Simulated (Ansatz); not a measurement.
# Tb3InOs: the cost of one run

Computed with Ansatz 0.2.0 (DFT PBE, scalar-relativistic, plane waves, PAW; 4f electrons in the core of a trivalent norm-conserving potential, unless a step's input says otherwise).

### 1 The starting structure

The structure is hexagonal, space group P6_3/mcm (No. 193). The conventional cell has a = 5.789 Å, b = 5.789 Å, c = 9.663 Å, α = 90.00°, β = 90.00°, γ = 120.00°. Tb (site symmetry m2m) has 1 Os at 2.69 Å and 4 Tb at 2.92 Å in its first shell of neighbours. In (site symmetry -3m) is surrounded by 2 Os at 2.42 Å. Os (site symmetry -62m) has 2 In at 2.42 Å and 3 Tb at 2.69 Å in its first shell of neighbours.

Structure file:

```cif
data_structure
_symmetry_space_group_name_H-M 'P6_3/mcm'
_symmetry_Int_Tables_number 193
_cell_length_a 5.7885
_cell_length_b 5.7885
_cell_length_c 9.6631
_cell_angle_alpha 90.000
_cell_angle_beta 90.000
_cell_angle_gamma 120.000
_cell_volume 280.40
loop_
_atom_site_label
_atom_site_type_symbol
_atom_site_symmetry_multiplicity
_atom_site_Wyckoff_symbol
_atom_site_fract_x
_atom_site_fract_y
_atom_site_fract_z
_atom_site_occupancy
Tb1 Tb 6 g 0.46415 0.00000 0.25000 1
In1 In 2 b 0.00000 0.00000 0.00000 1
Os1 Os 2 a 0.00000 0.00000 0.25000 1
```

Recipe of the guess: random cell by space group and Wyckoff sites (P6_3/mcm, No. 193). Lengths come from tabulated atomic sizes and are only a guess.

### 2 A first look at the guess

File input.yaml:

```yaml
crystal:
  lattice:
    - [5.78853473, 0.0, 0.0]
    - [-2.89426737, 5.01301813, 0.0]
    - [0.0, 0.0, 9.66310723]
  atoms:
    - { symbol: Tb, position: [0.46414872, 0.0, 0.25] }
    - { symbol: Tb, position: [0.0, 0.46414872, 0.25] }
    - { symbol: Tb, position: [0.53585128, 0.53585128, 0.25] }
    - { symbol: Tb, position: [0.53585128, 0.0, 0.75] }
    - { symbol: Tb, position: [0.0, 0.53585128, 0.75] }
    - { symbol: Tb, position: [0.46414872, 0.46414872, 0.75] }
    - { symbol: In, position: [0.0, 0.0, 0.0] }
    - { symbol: In, position: [0.0, 0.0, 0.5] }
    - { symbol: Os, position: [0.0, 0.0, 0.25] }
    - { symbol: Os, position: [0.0, 0.0, 0.75] }
basis:
  ecutwfc: 690
kpoints:
  mp_grid: { grid: [3, 3, 2] }
hamiltonian:
  xc: pbe
  pseudopotentials:
    kind: paw
    azcp: { Tb: "pseudopotentials/pbe/nc/lanthanide_3plus/Tb.nc.azcp" }
scf:
  occupations: { method: gaussian, width: 0.1 }
  lower_state_search: "off"
output:
  forces: true
  stress: true
  eigenvalues: true
```

Started as:

```
$ ansatz run input.yaml --threads 1 --pin off --max-ram 2560MiB --backend cpu --events-out ev --progress --plain --runs-dir out
```

What time and memory should one allow on 1 thread of Intel Xeon at 2.70GHz, shared host?

About 19 s, with a peak of 0.78 GiB.
